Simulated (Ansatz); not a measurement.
This script makes an equation of state with a fit of MoPd, space group P-6m2 with Ansatz 0.2.0, Python API.

`eos_mopd.py`:
```python
"""Energy against volume for MoPd, with a fit."""

import ansatz as az
import numpy as np
from scipy.optimize import curve_fit

VECTORS = np.array([
    [2.793896, 0.0, 0.0],
    [-1.396948, 2.419585, 0.0],
    [0.0, 0.0, 4.566371],
])
SITES = [
    ("Mo", (2 / 3, 1 / 3, 0.5)),
    ("Pd", (1 / 3, 2 / 3, 0.0)),
]


def make_crystal(cell):
    crystal = az.Crystal(lattice=az.Lattice.of(cell))
    for symbol, position in SITES:
        crystal = crystal.atom(symbol, position)
    return crystal

def vinet(v, e0, v0, b0, b1):
    eta = (v / v0) ** (1 / 3)
    return e0 + 2 * b0 * v0 / (b1 - 1) ** 2 * (2 - (5 + 3 * b1 * (eta - 1) - 3 * eta) * np.exp(-1.5 * (b1 - 1) * (eta - 1)))

# uniform scaling of the cell
volumes, energies, pressures = [], [], []
for scale in np.linspace(0.92, 1.08, 7):
    cell = VECTORS * scale ** (1 / 3)
    calculation = (
        make_crystal(cell).calculation()
        .functional("lda")
        .occupations("Marzari-Vanderbilt", width=0.1)
        .basis(500)
        .kpoints(9, 9, 5)
        .stress()
    )
    summary = calculation.run(threads=1, backend="cpu").report
    volumes.append(abs(np.linalg.det(cell)) / len(SITES))
    energies.append(summary["free_energy_ev"] / len(SITES))
    pressures.append(np.trace(summary["stress_gpa"]) / 3)
    print(f"V = {volumes[-1]:8.4f} A^3/atom  F = {energies[-1]:.5f} eV/atom  P = {pressures[-1]:8.3f} GPa")

guess = (min(energies), volumes[int(np.argmin(energies))], 0.5, 4.5)
(e0, v0, b0, b1), _ = curve_fit(vinet, np.array(volumes), np.array(energies), p0=guess, maxfev=20000)
print(f"Vinet fit: V0 = {v0:.4f} A^3/atom, B0 = {160.21766 * b0:.1f} GPa, B1 = {b1:.2f}")
print("largest residual", round(1000 * float(np.abs(vinet(np.array(volumes), e0, v0, b0, b1) - energies).max()), 3), "meV/atom")
```

From its runs, with one value withheld:

| V (Å³/atom) | F less the lowest row shown (meV/atom) |
| --- | --- |
| 14.200 | 0.00 |
| 14.611 | ? |
| 15.023 | 15.78 |
| 15.434 | 48.36 |
| 15.846 | 94.11 |
| 16.258 | 151.02 |
| 16.669 | 217.34 |

What is the missing energy at 14.611 Å³ an atom?

A third-order Birch-Murnaghan fit, E = E0 + (9 V0 B0 / 16) [(t - 1)³ B' + (t - 1)² (6 - 4t)] with t = (V0/V)^(2/3), through the 6 rows shown gives V0 = 14.429 Å³, B0 = 268.3 GPa, B' = 4.79 and E0 = -3.15 meV. At V = 14.611 Å³, t = 0.99167, and the fit interpolates to -1.27 meV. The run gave -1.26 meV, a miss of 0.01 meV.

Reading the output:
- No spin polarisation was allowed.
- Shape and fractional positions are held along the curve, so the bulk modulus is an upper value where they are free to relax, by a factor of two or more in layered or hydrogen-bonded cells.
- The mesh is modest for a metal, so energies can be off by several to tens of meV an atom and pressures by half a GPa or more; differences at equal mesh fare better.
- Pressure is positive in compression.
- At these settings the cell as given stands under about -15 GPa, so it isn't at this functional's equilibrium volume.
- This cell is a computed structure, which may not be the phase found in nature.
- Wall time of the script: 15 s on 1 thread of Arm Neoverse V2 (shared host), peak memory 0.44 GiB.
